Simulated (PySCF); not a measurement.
# IrF4: relaxation and vibrations of the quartet

Where does quartet IrF4 go from a see-saw start, is the end point a minimum, and what are its modes, charges and moments?

Method: PBE0, basis Ir def2-SVP with ECP60, F def2-SVP, scalar-relativistic core potentials, no spin–orbit coupling, density fitting; program: PySCF 2.14.0.

### Step 1. Starting geometry

5 atoms, charge 0, spin multiplicity 4.

Bond lengths: Ir1–F2 1.860 Å, Ir1–F3 1.860 Å, Ir1–F4 1.860 Å, Ir1–F5 1.860 Å. Angles: F2–Ir1–F3 170.0°, F2–Ir1–F4 86.9°, F2–Ir1–F5 86.9°, F3–Ir1–F4 86.9°, F3–Ir1–F5 86.9°, F4–Ir1–F5 104.0°.

```xyz
5
charge 0 multiplicity 4
Ir    0.0000    0.0000   -0.1847
F     0.0000    1.8529   -0.0226
F     0.0000   -1.8529   -0.0226
F     1.4657    0.0000    0.9604
F    -1.4657    0.0000    0.9604
```

### Step 2. See-saw start, quartet: relaxation

One driver script runs all steps and calls PySCF; scf.py shows how it sets up the SCF of each step. The optimiser is the driver's own. Before each start the driver seeks the lowest SCF state from one or more starting densities and follows internal instabilities, so scf.py alone need not reach the same state.

The program finds C2v symmetry in the start, which this walk keeps. The walk stops when the largest gradient is under 0.0003 Eh/bohr and the energy has settled too.

Input file scf.py:

```python
from pyscf import gto, scf, dft
mol = gto.M(atom='''
Ir     0.000000     0.000000    -0.184675
F      0.000000     1.852900    -0.022575
F     -0.000000    -1.852900    -0.022575
F      1.465700    -0.000000     0.960425
F     -1.465700     0.000000     0.960425''',
    basis={'Ir': 'def2-SVP', 'F': 'def2-SVP'},
    ecp={'Ir': 'def2-SVP'},
    charge=0, spin=3)
mf = dft.UKS(mol, xc='PBE0')
mf.grids.atom_grid = (50, 194)
aux = {'Ir': 'def2-universal-JKFIT', 'F': 'def2-universal-JKFIT'}
mf = mf.density_fit(auxbasis=aux)
mf.kernel()
```

Further steps of the session: Vibrations and properties at this point.

Q: Predict the outcome of this session. Wanted: minimum; geometry; wavenumbers; dipole moment; highest occupied, lowest empty level; polar-tensor charge of Ir1; zero-point energy; atomisation energy; ⟨S²⟩.

The runs gave:

| quantity | value |
| --- | --- |
| minimum | quartet, D4h |
| geometry | Ir–F 1.838 Å (×4); F–Ir–F 90.0° (×4), F–Ir–F 180.0° (×2) |
| wavenumbers (cm⁻¹) | 129 (b2u), 199 (a2u), 247 (eu), 267 (b2g), 682 (b1g), 729 (a1g), 743 (eu) |
| dipole moment | 0.00 D |
| highest occupied, lowest empty level (either spin) | -10.07, -5.86 eV |
| polar-tensor charge of Ir1 | +2.15 e |
| zero-point energy | 23.8 kJ/mol |
| entropy at 298.15 K | 332.3 J/(mol K) |
| atomisation energy (no zero-point energy) | 1533 kJ/mol |
| ⟨S²⟩ | 3.759 |

From C2v at the start the molecule goes to a D4h minimum. The strongest infrared band lies at 743 cm⁻¹ (eu, stretch). Ir1 has a polar-tensor charge of +2.2 e (a dipole derivative, not a static charge), yet symmetry cancels the bond dipoles. Most of the spin sits on Ir1 (Mulliken spin 2.16, against 3 for the whole molecule). Only this shape and spin were tried, so other structures or states may lie lower. One determinant may miss the lowest occupation of an open d or f shell. A two-component treatment could change these values noticeably.
